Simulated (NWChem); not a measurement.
**One shape, several levels: C2H6Te (dimethyl telluride)**

We compute a comparison of 4 runs (HF/STO-3G, HF/3-21G, wB97X/STO-3G, wB97X/def2-SVP) of C2H6Te (dimethyl telluride). 

The results are computed with NWChem 7.3.0.

## (1) The system as given

The species is C2H6Te (9 atoms), meant as a singlet with charge 0. As SMILES, `C[Te]C`. The shape is that of a PBE0-D4/def2-TZVP optimisation.

Bond lengths: C1–Te2 2.136 Å, Te2–C3 2.136 Å, C1–H4 1.088 Å, C1–H5 1.089 Å, C1–H6 1.088 Å, C3–H7 1.088 Å, C3–H8 1.089 Å, C3–H9 1.088 Å. Some angles: C1–Te2–C3 94.5°, Te2–C1–H4 109.8°, Te2–C1–H5 107.3°, Te2–C1–H6 109.8°, Te2–C3–H7 109.8°, Te2–C3–H8 107.3°, Te2–C3–H9 109.8°, H4–C1–H5 109.5°, H4–C1–H6 110.7°, H5–C1–H6 109.5°.

## (2) Energy and forces at HF/STO-3G (run 1)

Input file run.nw:

```
start run
title "C2H6Te"
memory 2200 mb

geometry noautosym nocenter noautoz
  C       -0.777200       1.019100      -0.891200
  Te       1.243600       0.371500      -0.646000
  C        0.782100      -1.033900       0.895200
  H       -1.399600       0.180000      -1.196200
  H       -0.781500       1.778500      -1.672300
  H       -1.141900       1.451600       0.038500
  H        0.094100      -1.786500       0.514800
  H        1.716500      -1.510400       1.189400
  H        0.352600      -0.516200       1.750700
end

basis spherical bse
  * library STO-3G
end

scf
  thresh 1e-08
  maxiter 80
end

task scf gradient
```

Started as:

```sh
$ nwchem run.nw > run.out
```

Log:

```text
[...]
  functions       =    43
[...]
  wavefunction    = RHF
[...]
         Total SCF energy =  -6625.438579038040
      One-electron energy =  -9631.554273676107
      Two-electron energy =   2758.216420153091
 Nuclear repulsion energy =    247.899274484976
        Time for solution =      2.9s
[...]
                         RHF ENERGY GRADIENTS
    atom               coordinates                        gradient
                 x          y          z           x          y          z
   1 C      -1.468695   1.925820  -1.684124   -0.010800   0.000164   0.002106
   2 Te      2.350063   0.702033  -1.220763    0.003004   0.000933  -0.001581
   3 C       1.477955  -1.953788   1.691683   -0.006536  -0.005462   0.007045
   4 H      -2.644860   0.340151  -2.260490    0.001115  -0.006727  -0.002420
   5 H      -1.476821   3.360878  -3.160189    0.005154   0.004034  -0.005219
   6 H      -2.157878   2.743126   0.072754    0.002941   0.002188   0.006209
   7 H       0.177823  -3.375995   0.972831   -0.002421  -0.002036  -0.006500
   8 H       3.243715  -2.854242   2.247640    0.008147   0.000050  -0.001773
   9 H       0.666317  -0.975477   3.308343   -0.000604   0.006855   0.002132
[...]
```

Run time: 4.5 s. Hardware: 1 thread of Intel Xeon 6975P-C (Granite Rapids), shared host; peak memory 0.097 GiB.

## (3) Energy and forces at HF/3-21G (run 2)

Input file run.py:

```python
from ase import Atoms
from ase.calculators.nwchem import NWChem

atoms = Atoms(['C', 'Te', 'C', 'H', 'H', 'H', 'H', 'H', 'H'], positions=[
    [-0.777200, 1.019100, -0.891200],
    [1.243600, 0.371500, -0.646000],
    [0.782100, -1.033900, 0.895200],
    [-1.399600, 0.180000, -1.196200],
    [-0.781500, 1.778500, -1.672300],
    [-1.141900, 1.451600, 0.038500],
    [0.094100, -1.786500, 0.514800],
    [1.716500, -1.510400, 1.189400],
    [0.352600, -0.516200, 1.750700],
])

calc = NWChem(
    label='c2h6te',
    theory='scf',
    memory='2200 mb',
    basis='3-21G',
    basispar='spherical bse',
    scf={'nopen': '0', 'rhf': None, 'thresh': '1e-08', 'maxiter': '80'},
)
atoms.calc = calc

forces = atoms.get_forces()
print("Total energy (eV):", round(atoms.get_potential_energy(), 6))
print("forces (eV/A):")
for s, f in zip(atoms.symbols, forces):
    print(f"{s:2s} {f[0]:10.5f} {f[1]:10.5f} {f[2]:10.5f}")
print("dipole (e A):", atoms.get_dipole_moment().round(4))
```

Started as:

```sh
$ export ASE_NWCHEM_COMMAND="nwchem PREFIX.nwi > PREFIX.nwo"
$ python run.py
```

Log:

```text
Total energy (eV): -181268.419974
forces (eV/A):
C    -0.72521    0.29743   -0.15535
Te    0.90467    0.27542   -0.47190
C    -0.08551   -0.54415    0.57521
H     0.08438    0.31100    0.09950
H    -0.14254   -0.18975    0.22461
H    -0.00309   -0.11704   -0.31491
H     0.18779    0.17345    0.21916
H    -0.32113    0.04721    0.01928
H     0.10063   -0.25356   -0.19561
dipole (e A): [-0.2404 -0.0734  0.1255]
```

The calculator wrote c2h6te.nwi:

```
title "c2h6te"

permanent_dir c2h6te

scratch_dir c2h6te

start c2h6te

geometry units angstrom nocenter noautosym noautoz
  C  -7.7720000000000000e-01 1.0190999999999999e+00 -8.9119999999999999e-01
  Te 1.2436000000000000e+00 3.7150000000000000e-01 -6.4600000000000002e-01
  C  7.8210000000000002e-01 -1.0339000000000000e+00 8.9520000000000000e-01
  H  -1.3996000000000000e+00 1.7999999999999999e-01 -1.1961999999999999e+00
  H  -7.8149999999999997e-01 1.7785000000000000e+00 -1.6722999999999999e+00
  H  -1.1418999999999999e+00 1.4516000000000000e+00 3.8500000000000000e-02
  H  9.4100000000000003e-02 -1.7865000000000000e+00 5.1480000000000004e-01
  H  1.7164999999999999e+00 -1.5104000000000000e+00 1.1894000000000000e+00
  H  3.5260000000000002e-01 -5.1619999999999999e-01 1.7506999999999999e+00
end

memory 2200 mb

basis spherical bse noprint
   * library 3-21G
end

scf
  nopen 0
  rhf
  thresh 1e-08
  maxiter 80
end

task scf gradient
```

c2h6te.nwo (excerpt; [...] marks lines left out):

```text
[...]
      One-electron energy =  -9665.605552053374
[... 1 line left out ...]
 Nuclear repulsion energy =    247.899274484975
[... 53 lines left out ...]
                       ROHF Final Molecular Orbital Analysis
[... 183 lines left out ...]
     1   1 0 0     -0.454331      0.000000    120.067142
[...]
  wavefunction    =   RHF
                         RHF ENERGY GRADIENTS
    atom               coordinates                        gradient
                 x          y          z           x          y          z
   1 C      -1.468695   1.925820  -1.684124    0.014103  -0.005784   0.003021
   2 Te      2.350063   0.702033  -1.220763   -0.017593  -0.005356   0.009177
   3 C       1.477955  -1.953788   1.691683    0.001663   0.010582  -0.011186
[... 5 lines of this table left out ...]
   9 H       0.666317  -0.975477   3.308343   -0.001957   0.004931   0.003804
[...]
```

Wall time 5.1 s (1 thread of Intel Xeon 6975P-C (Granite Rapids), shared host); peak memory 0.097 GiB.

## (4) Energy and gradient at wB97X/STO-3G (run 3)

Input file run.py:

```python
from ase import Atoms
from ase.calculators.nwchem import NWChem

mol = Atoms(['C', 'Te', 'C', 'H', 'H', 'H', 'H', 'H', 'H'], positions=[
    [-0.777200, 1.019100, -0.891200],
    [1.243600, 0.371500, -0.646000],
    [0.782100, -1.033900, 0.895200],
    [-1.399600, 0.180000, -1.196200],
    [-0.781500, 1.778500, -1.672300],
    [-1.141900, 1.451600, 0.038500],
    [0.094100, -1.786500, 0.514800],
    [1.716500, -1.510400, 1.189400],
    [0.352600, -0.516200, 1.750700],
])

calc = NWChem(
    label='c2h6te',
    theory='dft',
    memory='2200 mb',
    basis='STO-3G',
    basispar='spherical bse',
    dft={'xc': 'wb97x', 'mult': '1', 'grid': 'xfine', 'convergence': 'energy 1e-08', 'iterations': '100', 'mulliken': None},
)
mol.calc = calc

forces = mol.get_forces()
e = mol.get_potential_energy()
print(f"E = {e:.6f} eV")
print("forces (eV/A):")
for s, f in zip(mol.symbols, forces):
    print(f"{s:2s} {f[0]:10.5f} {f[1]:10.5f} {f[2]:10.5f}")
print("dipole (e A):", mol.get_dipole_moment().round(4))
```

Started as:

```sh
$ export ASE_NWCHEM_COMMAND="nwchem PREFIX.nwi > PREFIX.nwo"
$ python run.py
```

Log:

```text
E = -180365.091904 eV
forces (eV/A):
C     0.83957   -0.17946    0.00848
Te   -0.06438   -0.02041    0.03420
C     0.30231    0.52841   -0.60930
H    -0.30653   -0.07801   -0.03060
H    -0.20656    0.14511   -0.10686
H    -0.27269    0.09354    0.13730
H    -0.18944   -0.23376    0.10470
H     0.05250   -0.19381    0.18898
H    -0.15483   -0.06160    0.27310
dipole (e A): [-0.3054 -0.0933  0.1595]
```

The calculator wrote c2h6te.nwi:

```
title "c2h6te"

permanent_dir c2h6te

scratch_dir c2h6te

start c2h6te

geometry units angstrom nocenter noautosym noautoz
  C  -7.7720000000000000e-01 1.0190999999999999e+00 -8.9119999999999999e-01
  Te 1.2436000000000000e+00 3.7150000000000000e-01 -6.4600000000000002e-01
  C  7.8210000000000002e-01 -1.0339000000000000e+00 8.9520000000000000e-01
  H  -1.3996000000000000e+00 1.7999999999999999e-01 -1.1961999999999999e+00
  H  -7.8149999999999997e-01 1.7785000000000000e+00 -1.6722999999999999e+00
  H  -1.1418999999999999e+00 1.4516000000000000e+00 3.8500000000000000e-02
  H  9.4100000000000003e-02 -1.7865000000000000e+00 5.1480000000000004e-01
  H  1.7164999999999999e+00 -1.5104000000000000e+00 1.1894000000000000e+00
  H  3.5260000000000002e-01 -5.1619999999999999e-01 1.7506999999999999e+00
end

memory 2200 mb

basis spherical bse noprint
   * library STO-3G
end

dft
  xc wb97x
  mult 1
  grid xfine
  convergence energy 1e-08
  iterations 100
  mulliken
end

task dft gradient
```

c2h6te.nwo (excerpt; [...] marks lines left out):

```text
[...]
         Total DFT energy =    -6628.294925597163
[...]
  wavefunction    = closed shell
[...]
                         DFT ENERGY GRADIENTS
    atom               coordinates                        gradient
                 x          y          z           x          y          z
   1 C      -1.468695   1.925820  -1.684124   -0.016327   0.003490  -0.000165
   2 Te      2.350063   0.702033  -1.220763    0.001252   0.000397  -0.000665
   3 C       1.477955  -1.953788   1.691683   -0.005879  -0.010276   0.011849
[... 5 lines of this table left out ...]
   9 H       0.666317  -0.975477   3.308343    0.003011   0.001198  -0.005311
[...]
```

Run time: 20 s. Hardware: 1 thread of Intel Xeon 6975P-C (Granite Rapids), shared host; peak memory 0.13 GiB.

## (5) Energy and forces at wB97X/def2-SVP (core potential) (run 4)

Input file a.nw:

```
start a
memory 2200 mb

geometry noautosym nocenter noautoz
   C       -0.777200       1.019100      -0.891200
   Te       1.243600       0.371500      -0.646000
   C        0.782100      -1.033900       0.895200
   H       -1.399600       0.180000      -1.196200
   H       -0.781500       1.778500      -1.672300
   H       -1.141900       1.451600       0.038500
   H        0.094100      -1.786500       0.514800
   H        1.716500      -1.510400       1.189400
   H        0.352600      -0.516200       1.750700
end

basis "ao basis" spherical bse
   * library def2-SVP
end

ecp bse
   Te library def2-SVP
end

dft
   xc wb97x
   grid xfine
   convergence energy 1e-08
   maxiter 100
   mulliken
   noprint "final vectors analysis"
end

task dft gradient
```

Started as:

```sh
$ nwchem a.nw > a.out
```

Log:

```text
[...]
          Wavefunction type:  closed shell.
          No. of atoms     :     9
          No. of electrons :    42
[...]
          Charge           :     0
          Spin multiplicity:     1
[...]
          AO basis - number of functions:    84
[...]
              XC Information
              --------------
                       wb97x  Method XC Functional
                     Hartree-Fock (Exact) Exchange  1.000
                         wb97x Exchange Functional  1.000
                      wb97x Correlation Functional  1.000
[...]
 d= 0,ls=0.0,diis     1   -347.7672302462 -4.79D+02  4.27D-03  1.62D-01     5.9
[...]
 d= 0,ls=0.0,diis     8   -347.7879597656 -4.20D-09  6.77D-07  4.70D-10    44.4
         Total DFT energy =     -347.787959765598
      One electron energy =     -835.168780650998
           Coulomb energy =      389.573899760988
    Exchange-Corr. energy =      -33.866002386325
 Nuclear repulsion energy =      131.672923510737
[...]
      Total Density - Mulliken Population Analysis
     ---------------------------------------------
    Atom       Charge   Shell Charges
 -----------   ------   -------------------------------------------------------
    1 C    6     6.26   1.99  0.88  0.27  2.07  1.03  0.02
    2 Te  24    23.93   0.27  1.77  1.25  0.61  3.15  2.89  2.16  1.71  9.82  0.31
    3 C    6     6.26   1.99  0.88  0.27  2.07  1.03  0.02
    4 H    1     0.92   0.73  0.17  0.02
    5 H    1     0.93   0.73  0.17  0.03
    6 H    1     0.92   0.73  0.17  0.02
    7 H    1     0.92   0.73  0.17  0.02
    8 H    1     0.93   0.73  0.17  0.03
    9 H    1     0.92   0.73  0.17  0.02
[...]
  wavefunction    = closed shell
[...]
                         DFT ENERGY GRADIENTS
    atom               coordinates                        gradient
                 x          y          z           x          y          z
   1 C      -1.468695   1.925820  -1.684124   -0.005666   0.001997  -0.000859
   2 Te      2.350063   0.702033  -1.220763   -0.003860  -0.001165   0.002008
   3 C       1.477955  -1.953788   1.691683   -0.001068  -0.004064   0.004440
   4 H      -2.644860   0.340151  -2.260490    0.004546   0.004278   0.001874
   5 H      -1.476821   3.360878  -3.160189    0.001146  -0.004494   0.004397
   6 H      -2.157878   2.743126   0.072754    0.003126  -0.002802  -0.005024
   7 H       0.177823  -3.375995   0.972831    0.004038   0.004973   0.001274
   8 H       3.243715  -2.854242   2.247640   -0.004868   0.003390  -0.002475
   9 H       0.666317  -0.975477   3.308343    0.002605  -0.002114  -0.005635
[...]
```

Wall time 60 s (1 thread of Intel Xeon 6975P-C (Granite Rapids), shared host); peak memory 0.16 GiB.

## (6) The series

| run | level | iteration cap | module | energy (Eh) | dipole moment (D) | HOMO energy (eV) | LUMO energy (eV) | wall time |
| --- | --- | --- | --- | --- | --- | --- | --- | --- |
| 1 | HF/STO-3G | 80 | scf | -6625.438579 | 1.56 | -5.89 | 8.26 | 4.5 s |
| 2 | HF/3-21G | 80 | scf | -6661.491620 | 1.35 | -7.80 | 3.33 | 5.1 s |
| 3 | wB97X/STO-3G | 100 | dft | -6628.294926 | 1.71 | -5.95 | 6.01 | 20 s |
| 4 | wB97X/def2-SVP (core potential) | 100 | dft | -347.787960 | 1.16 | – | – | 60 s |

## (7) Results

| quantity | value |
| --- | --- |
| run 4: total energy | -347.78796 Eh |
| run 4: dipole moment | 1.16 D |
| run 4: largest force on an atom | 0.337 eV/Å |

What this shows: The dipole moment (its size) runs from 1.16 D (wB97X/def2-SVP) to 1.71 D (wB97X/STO-3G). The two ends differ in basis and core potential. Over runs 1, 2, 3 the HOMO–LUMO gap runs from 11.13 eV (HF/3-21G) to 14.15 eV (HF/STO-3G). Some runs of one species differ in core potentials or relativity; totals across that change don't compare. In runs 1, 3 the basis is minimal, so the values are rough. In runs 1, 2, 3 relativity is left out where basis or elements ask for it. All runs together took 90 s, the longest 60 s.
